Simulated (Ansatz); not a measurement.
# CH₇NOSn: how energies converge with the basis set

How large a basis does CH₇NOSn need? Two functionals are run in growing sets.

Computed with Ansatz 0.2.0, Gaussian basis. Level: one geometry, several basis sets.

Plan: PBE0-D4/def2-SVP; ωB97M-V/def2-SVP; PBE0-D4/def2-QZVPP; ωB97M-V/def2-QZVPP; the functionals' def2-TZVPP values are taken from earlier runs.

### Step 1. The relaxed structure

The geometry comes from an earlier relaxation with PBE0-D4 in a triple-zeta def2 set; it is a stationary point, not always the lowest conformer. Sn takes the def2 core potential; no spin-orbit term is included.

SMILES `[NH2][SnH2][CH2]O`, 11 atoms, charge 0, spin multiplicity 1.

Atoms are counted from 1 here; the program's logs count them from 0.

Bond lengths: N1–Sn2 2.035 Å, N1–H5 1.012 Å, N1–H6 1.012 Å, Sn2–C3 2.180 Å, Sn2–H7 1.715 Å, Sn2–H8 1.707 Å, C3–O4 1.415 Å, C3–H9 1.097 Å, C3–H10 1.091 Å, O4–H11 0.960 Å. Angles: Sn2–N1–H5 114.2°, Sn2–N1–H6 113.6°, H5–N1–H6 107.6°, N1–Sn2–C3 114.8°, N1–Sn2–H7 106.4°, N1–Sn2–H8 105.5°, C3–Sn2–H7 106.3°, C3–Sn2–H8 112.2°, H7–Sn2–H8 111.6°, Sn2–C3–O4 112.2°, Sn2–C3–H9 109.7°, Sn2–C3–H10 108.7°, O4–C3–H9 112.2°, O4–C3–H10 106.6°, H9–C3–H10 107.3°, C3–O4–H11 108.8°.

### Step 2. PBE0-D4 in def2-SVP

The input, in.yaml:

```yaml
crystal:
  periodic: [false, false, false]
  atoms:
    - {symbol: N, position_ang: [-2.119794, 0.815573, 0.153831]}
    - {symbol: Sn, position_ang: [-0.631379, -0.564878, 0.294966]}
    - {symbol: C, position_ang: [1.375182, 0.212450, -0.056430]}
    - {symbol: O, position_ang: [2.299055, -0.813492, -0.368191]}
    - {symbol: H, position_ang: [-2.089348, 1.372970, -0.689998]}
    - {symbol: H, position_ang: [-2.157072, 1.451807, 0.939609]}
    - {symbol: H, position_ang: [-0.923512, -1.719639, -0.939537]}
    - {symbol: H, position_ang: [-0.792524, -1.253603, 1.848957]}
    - {symbol: H, position_ang: [1.340684, 0.987844, -0.831872]}
    - {symbol: H, position_ang: [1.732775, 0.685994, 0.858960]}
    - {symbol: H, position_ang: [2.031334, -1.232026, -1.189895]}
basis:
  gaussian: {orbitals: def2-SVP}
hamiltonian: {xc: pbe0, dispersion: d4}
output: {orbitals: {seedname: orbitals}}
```

Started as:

```sh
$ ansatz run in.yaml --threads 4 --pin off --events-out ev --progress --plain --max-ram 10444MiB
```

After this run come: ωB97M-V in def2-SVP; PBE0-D4 in def2-QZVPP; ωB97M-V in def2-QZVPP.

**Question.** What will the summary of the whole plan be? Wanted: PBE0-D4: double and triple zeta above quadruple; ωB97M-V: double and triple zeta above quadruple.

The runs gave:

| quantity | value |
| --- | --- |
| PBE0-D4: double and triple zeta above quadruple | 6.41, 0.35 eV |
| ωB97M-V: double and triple zeta above quadruple | 6.65, 0.34 eV |

In words: PBE0-D4 gains 6.06 eV from double to triple zeta, then 0.35 eV more. These are total energies; as a rule much of such shifts cancels in differences, which this series doesn't test. The LUMO of ωB97M-V is positive and keeps falling with the basis (2.08 to 0.94 eV): an unbound level that the basis holds in place.
